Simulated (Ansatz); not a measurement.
# GaNCl (quartet): wave-function methods side by side, cc-pVDZ

The task here is to estimate one member of a computed series from the others.

Computed with Ansatz 0.2.0, Gaussian basis. Level: cc-pVDZ, core rule «outside noble gas», up to 20 orbitals frozen.

Plan: UHF; CCSD(T) on ROHF; CCSD(T) on UHF; BCCD(T) on ROHF; CISD as a restricted active space (open shells left free, so some higher excitations enter); CCSDT(Q) on ROHF; CCSDT(Q) on UHF.

34 further runs of the same task are left out: 10 for a known fault of the program, 14 that didn't finish, 10 set aside as unsound or not needed. Runs told in other sessions of the task aren't counted.

## The geometry

The geometry is a PBE0/def2-TZVP stationary point (not a proven minimum) of the parent state, kept for this charge and spin. No spin-orbit coupling is included. The filled d shell of Ga may be among the frozen orbitals whatever the setting's name suggests.

3 atoms, charge 0, spin multiplicity 4.

Atoms are counted from 1 here; the program's logs count them from 0.

Bond lengths: Cl1–Ga2 2.102 Å, Ga2–N3 1.759 Å. Angles: Cl1–Ga2–N3 180.0°.

The first run:

The input, in.yaml:

```yaml
crystal:
  periodic: [false, false, false]
  atoms:
    - {symbol: Cl, position_ang: [0.000000, 0.000000, 1.987400]}
    - {symbol: Ga, position_ang: [0.000000, 0.000000, -0.114300]}
    - {symbol: N, position_ang: [0.000000, 0.000000, -1.873100]}
basis:
  gaussian: {orbitals: cc-pVDZ}
magnetization: {spin_polarized: true, initial_magnetization: 3}
hamiltonian: {xc: hf}
output: {orbitals: {seedname: orbitals}}
```

Started as:

```console
ansatz run in.yaml --threads 1 --pin off --events-out ev --progress --plain --max-ram 2393MiB
```

Steps of the session up to this table: UHF; CCSD(T) on ROHF; CCSD(T) on UHF; BCCD(T) on ROHF; CISD as a restricted active space (open shells left free, so some higher excitations enter); CCSDT(Q) on ROHF; CCSDT(Q) on UHF.

One of the session's tables, all rows but one given; the rest of the session is left out.

It belongs to the step «Misses and costs». 

```
   method  from UCCSDT(Q) (kJ/mol)
     ROHF                   +861.8
      UHF                   +838.8
     RMP2                   +111.5
     UMP2                   +115.4
    RCCSD                    +27.7
    UCCSD                    +26.7
 RCCSD(T)                     +5.6
 UCCSD(T)                     +5.4
  BCCD(T)                     +5.7
   RCCSDT                     +2.5
   UCCSDT                     +2.1
RCCSDT(Q)                        ?
UCCSDT(Q)                        0
```

Q: Estimate the row for RCCSDT(Q) from the others.

The run gave: from UCCSDT(Q) (kJ/mol): +0.6. In the column «from UCCSDT(Q) (kJ/mol)» it lies between UCCSDT(Q) (0) and UCCSDT (+2.1).

Not comparable, so not listed: CISD as a restricted active space (open shells left free, so some higher excitations enter) (they don't share determinant, frozen orbitals or solution with the rows shown, or repeat one).

Limits of these values: Restricted and unrestricted rows rest on different reference determinants; a gap between their highest levels can come from leftover correlation error, from unlike frozen cores or from another state.
